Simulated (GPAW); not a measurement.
Crystal: MoN2.

```xyz
6
Lattice="4.3481 0.0000 0.0000 0.0000 4.3481 0.0000 0.0000 0.0000 2.7675" Properties=species:S:1:pos:R:3 pbc="T T T"
Mo    0.0000    0.0000    0.0000
Mo    2.1740    2.1740    0.0000
N     2.6595    3.8626    1.3837
N     1.6886    0.4854    1.3837
N     0.4854    2.6595    1.3837
N     3.8626    1.6886    1.3837
```

Measurements of this composition are mostly on another form, of space group No. 160.

Base run:

```yaml
Program: GPAW 26.7.0
Functional: PBEsol
Potentials_or_basis: PAW data sets generated in the run's folder for this functional
Cutoff: 800 eV
Basis: pw
k_mesh: 5 × 5 × 7
Occupations: fermi-dirac, width 0.05 eV
Spin: no spin polarisation
Hubbard_terms: Mo d U = 6 eV
```

Its results: pressure 1.9 GPa; largest force 0.736 eV/Å.

Problem. The run is repeated on the same cell with these changes: hubbard terms from Mo d U = 6 eV to Mo d U = 1 eV. What comes out?

Solution. Pressure -15.0 GPa; largest force 0.074 eV/Å.

Caveats: U without spin polarisation on a metal has little footing.

Not every run made on this cell is shown here.
